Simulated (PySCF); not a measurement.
# W²⁺: dipole response in aug-cc-pVQZ-PP with ECP60

How polarisable is W²⁺ at the levels listed below?

The numbers are computed with PySCF 2.14.0 (unrestricted determinants in a Gaussian basis, no spin-orbit coupling in the energies), except any that are marked as measured or tabulated.

## (1) The atom as given

* Element: tungsten (Z = 74)
* Basis: aug-cc-pVQZ-PP with ECP60MDF (7s7p6d4f3g2h, 135 functions)
* Hamiltonian: a scalar-relativistic core potential
* State 1: W²⁺: [Xe] 4f14 5d4, high-spin 5D determinant
* Methods: MN15

Outer shells as boxes (Hund's rule):

W2+ [Xe] 4f14 5d4
```
[Xe] core
4f [↑↓][↑↓][↑↓][↑↓][↑↓][↑↓][↑↓]
5d [↑ ][↑ ][↑ ][↑ ][  ]
```

The runs were made by one driver on top of PySCF. The scripts below sum up each run's settings (the driver also hands on starting orbitals that pick excited configurations, and frozen orbitals as a list rather than a count), and the logs come from the driver's own runs. The driver starts from symmetry-adapted Hartree-Fock orbitals, holds the occupation by maximum overlap and uses a logarithmic radial grid for functionals, so a plain start would take other cycles.

The integrals over 135 functions and the set-up took 4 s of CPU time.

## (2) W²⁺: MN15

#### MN15

input.py reads:

```python
from pyscf import gto, scf, dft, mp, cc
import basis_set_exchange as bse
txt = bse.get_basis("aug-cc-pVQZ-PP", elements=["W"], fmt="nwchem", header=False)
cut = txt.index("\nECP")
mol = gto.M(atom="W 0 0 0", charge=2, spin=4, symmetry="D2h",
            basis=gto.basis.parse(txt[:cut]),
            ecp={"W": gto.basis.parse_ecp(txt[cut:])})
mf = dft.UKS(mol, xc="MN15")
mf.irrep_nelec = {'Ag': (2, 1), 'B1g': (1, 0), 'B2g': (1, 0), 'B3g': (1, 0), 'B1u': (1, 1), 'B2u': (1, 1), 'B3u': (1, 1)}
mf.kernel()
```

The log of the run:

```text
damping factor = 0
level_shift factor = 0
DIIS = <class 'pyscf.scf.diis.CDIIS'>
diis_start_cycle = 1
diis_space = 10
diis_damp = 0
SCF conv_tol = 1e-09
SCF conv_tol_grad = None
number electrons alpha = 8  beta = 4
XC functionals = MN15
    H. S. Yu, X. He, S. L. Li, and D. G. Truhlar.,  Chem. Sci. 7, 5032-5051 (2016)
    H. S. Yu, X. He, S. L. Li, and D. G. Truhlar.,  Chem. Sci. 7, 5032-5051 (2016)
cycle= 1 E= -66.3202569536419  delta_E= -0.00691  |g|= 0.0189  |ddm|= 0.297
cycle= 2 E= -66.3203555279073  delta_E= -9.86e-05  |g|= 0.00584  |ddm|= 0.0149
cycle= 3 E= -66.32036536382  delta_E= -9.84e-06  |g|= 0.000883  |ddm|= 0.00478
cycle= 4 E= -66.3203659612646  delta_E= -5.97e-07  |g|= 0.000225  |ddm|= 0.00137
cycle= 5 E= -66.3203662210934  delta_E= -2.6e-07  |g|= 0.000157  |ddm|= 0.00104
cycle= 6 E= -66.3203666309176  delta_E= -4.1e-07  |g|= 0.000107  |ddm|= 0.00219
cycle= 7 E= -66.3203669416981  delta_E= -3.11e-07  |g|= 4.47e-06  |ddm|= 0.00413
cycle= 8 E= -66.3203669417944  delta_E= -9.63e-11  |g|= 5.23e-07  |ddm|= 7.27e-05
converged SCF energy = -66.3203669417944  <S^2> = 6.0014908  2S+1 = 5.0005963
```

It used 86 s of CPU time after the integrals (shared host).

The occupied shells:

```
shell  electrons  mean orbital energy (eV)  spread (eV)  rms radius (bohr)
 5s α          1                   -98.409            0               1.15
 5s β          1                   -96.283            0               1.15
 5p α          3                   -62.636        0.460               1.35
 5p β          3                   -60.133        1.012               1.35
 5d α          4                   -22.881        0.402               2.02
```

⟨S²⟩ = 6.001, ⟨L²⟩ = 6.01.

The driver then solved the coupled dipole response at imaginary frequencies: mean α = 13.57 bohr³ (xx, yy, zz: 12.94, 12.94, 14.84), C₆ = 80.26 au for a like pair.

Energies and moments cover only the electrons outside the core potential. Spin-orbit coupling, absent here, splits the open shell strongly.

Radial density 4πr²ρ of W²⁺ at MN15, the electrons outside the core potential:

```
r (bohr)   density  spin density
   0.245  0.000294         0.000
   0.413    0.0654         0.002
   0.694      3.97         0.185
    1.17      10.6         2.043
    1.96      3.41         2.065
    3.30     0.347         0.331
    5.56   0.00517         0.005
```

## (3) The response side by side

W²⁺, in atomic units:

```
method  mean α  C₆ (like pair)  S(−4)
  MN15   13.57           80.26  82.34
```

α(iu) at MN15:

```
u (hartree)  α(iu) (bohr³)
          0          13.57
     0.0500          13.37
      0.100          12.83
      0.200          11.24
      0.300          9.644
      0.500          7.262
      0.750          5.374
       1.00          4.144
       1.50          2.671
       2.00          1.849
       3.00          1.018
       5.00         0.4290
```

## (4) Results

| quantity | value |
| --- | --- |
| α of W²⁺ | 13.57 (MN15) bohr³ |

**Reading.** A single London oscillator with the computed α and C₆ of W²⁺ at MN15 would have ω = 4 C₆ / (3 α²) = 0.581 hartree. The basis is finite, and no extrapolation was made.
